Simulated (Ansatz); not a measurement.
**CH6N2OSi: up Jacob's ladder to CCSD(T)**

The task here is to estimate one member of a computed series from the others.

Method: functionals in def2-TZVPP, the program's frozen cores in correlated methods; program: Ansatz 0.2.0, Gaussian basis.

Plan: LDA (SPW92), PBE-D4, revPBE-D4, BLYP-D4, r2SCAN-D4, B97M-V, PBE0-D4, B3LYP-D4, r2SCANh-D4, r2SCAN0-D4, HSE06-D4, BHLYP-D4, CAM-B3LYP-D4, LC-ωPBE, ωB97X-V, ωB97M-V, B2PLYP, PBE-QIDH; CCSD(T)/def2-SVP; CCSD(T)/def2-TZVPP; MP2/def2-QZVPP; extrapolation to the limit; RPA on PBE.

## Structure used throughout

An earlier PBE0-D4 in a triple-zeta def2 set relaxation fixed the geometry.

SMILES `NC1(O)N[SiH2]1`, 11 atoms, charge 0, spin multiplicity 1.

Atoms are counted from 1 here; the program's logs count them from 0.

Bond lengths: N1–C2 1.421 Å, N1–H6 1.012 Å, N1–H7 1.018 Å, C2–O3 1.401 Å, C2–N4 1.462 Å, C2–Si5 1.859 Å, O3–H8 0.963 Å, N4–Si5 1.738 Å, N4–H9 1.011 Å, Si5–H10 1.481 Å, Si5–H11 1.481 Å. Angles: C2–N1–H6 110.5°, C2–N1–H7 109.3°, H6–N1–H7 107.2°, N1–C2–O3 112.1°, N1–C2–N4 116.2°, N1–C2–Si5 116.6°, O3–C2–N4 112.9°, O3–C2–Si5 126.9°, N4–C2–Si5 61.8°, C2–O3–H8 106.6°, C2–N4–Si5 70.4°, C2–N4–H9 116.2°, Si5–N4–H9 126.1°, C2–Si5–N4 47.8°, C2–Si5–H10 120.5°, C2–Si5–H11 124.0°, N4–Si5–H10 120.5°, N4–Si5–H11 114.8° and more.

The first run:

in.yaml

```yaml
crystal:
  periodic: [false, false, false]
  atoms:
    - {symbol: N, position_ang: [0.659185, 1.209827, 0.689867]}
    - {symbol: C, position_ang: [0.396253, -0.061333, 0.112928]}
    - {symbol: O, position_ang: [1.493034, -0.925809, 0.220135]}
    - {symbol: N, position_ang: [-0.865183, -0.693666, 0.493657]}
    - {symbol: Si, position_ang: [-0.965305, -0.137969, -1.149896]}
    - {symbol: H, position_ang: [1.336131, 1.716888, 0.135060]}
    - {symbol: H, position_ang: [1.064177, 1.082066, 1.614595]}
    - {symbol: H, position_ang: [1.135626, -1.818647, 0.264949]}
    - {symbol: H, position_ang: [-1.344348, -0.292254, 1.288324]}
    - {symbol: H, position_ang: [-1.745613, 1.074972, -1.487958]}
    - {symbol: H, position_ang: [-1.098457, -1.211176, -2.161062]}
basis:
  gaussian: {orbitals: def2-TZVPP}
hamiltonian: {xc: lda}
output: {orbitals: {seedname: orbitals}}
```

Steps of the session up to this table: LDA; PBE-D4 (GGA); revPBE-D4 (GGA); BLYP-D4 (GGA); r2SCAN-D4 (meta-GGA); B97M-V (meta-GGA); PBE0-D4 (hybrid); B3LYP-D4 (hybrid); r2SCANh-D4 (hybrid); r2SCAN0-D4 (hybrid); HSE06-D4 (hybrid); BHLYP-D4 (hybrid); CAM-B3LYP-D4 (range-separated); LC-ωPBE (range-separated); ωB97X-V (range-separated); ωB97M-V (range-separated); B2PLYP (double hybrid); PBE-QIDH (double hybrid).

One of the session's tables, all rows but one given; the rest of the session is left out.

It belongs to the step «Frontier levels by functional». 

```
  functional  HOMO (eV)  gap (eV)
 LDA (SPW92)      -5.53      4.21
      PBE-D4      -5.36      4.22
   revPBE-D4      -5.29      4.24
     BLYP-D4      -5.25      4.19
   r2SCAN-D4      -5.57      4.72
      B97M-V      -5.65      4.66
     PBE0-D4          ?         ?
    B3LYP-D4      -6.41      5.84
  r2SCANh-D4      -6.04      5.48
  r2SCAN0-D4      -6.74      6.60
    HSE06-D4      -6.20      5.51
    BHLYP-D4      -7.76      8.24
CAM-B3LYP-D4      -7.96      8.58
     LC-ωPBE      -9.25     11.04
     ωB97X-V      -8.92     10.57
     ωB97M-V      -8.82     10.18
```

Estimate the missing values for PBE0-D4.

The run gave: HOMO (eV): -6.60; gap (eV): 6.28. In the column «HOMO (eV)» it lies between r2SCAN0-D4 (-6.74) and B3LYP-D4 (-6.41).
